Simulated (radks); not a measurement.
# Ag²⁺ inside a hard spherical wall

One table from this session's results is given with a row withheld; the runs are named, their logs left out.

Method: scalar-relativistic Kohn-Sham, PBE, spin-polarised, spherical densities, finite nucleus; open shells are filled with parallel spins first. Code: radks (a radial shooting solver on a logarithmic mesh, Libxc functionals) version 1.

## The system

```
element            : silver (Z = 47)
charge             : +2
electrons          : 45
configuration      : [Kr] 4d9
nuclear rms radius : 4.5454 fm
```

Outer shells as boxes (Hund's rule):

Ag²⁺
```
[Kr] core
4d [↑↓][↑↓][↑↓][↑↓][↑ ]
```

The first run:

Input:

```text
Z 47
configuration [Kr] 4d9 5s0 5p0 4f0
relativity scalar-relativistic
functional pbe,pbe
spin polarised
nucleus finite rms 4.5454 fm
c 137.035999084
```

Among the steps run: The free atom; Wall at 20 bohr; Wall at 15 bohr; Wall at 12 bohr; Wall at 10 bohr; Wall at 8 bohr; Wall at 7 bohr; Wall at 6 bohr; Wall at 4 bohr; Wall at 3 bohr.

One table of the session follows, with a row left open; its other results are not shown here.

| R (bohr) | E − E(free) (eV) | ε(4d) (eV) | ε(5s, empty) (eV) |
| --- | --- | --- | --- |
| free | 0.000 | -29.243 | -20.949 |
| 20 | 0.000 | -29.243 | -20.949 |
| 15 | 0.000 | -29.243 | -20.949 |
| 12 | 0.000 | -29.243 | -20.949 |
| 10 | 0.000 | -29.243 | -20.949 |
| 8 | 0.000 | -29.243 | -20.948 |
| 7 | 0.001 | -29.242 | -20.937 |
| 6 | 0.007 | -29.231 | -20.866 |
| 4 | ? | ? | ? |
| 3 | 9.670 | -24.332 | -6.297 |

Q: Estimate the row for R (bohr) = 4 from the others.

Worked estimate for «E − E(free) (eV)». A straight line through the neighbours (6, 0.007) and (3, 9.670) gives 0.007 + (9.670 − 0.007) × (4 − 6) / (3 − 6) = 6.449; a parabola fitted to 3 rows on both sides gives 4.842.

The run gave: E − E(free) (eV): 0.881; ε(4d) (eV): -28.458; ε(5s, empty) (eV): -18.187. In «E − E(free) (eV)» the line misses by +5.568 and the parabola by +3.961. Between these rows the values bend or scatter more than so simple an estimate can follow.

Shells are not refilled when levels cross, and a hard wall is a model, not a crystal.
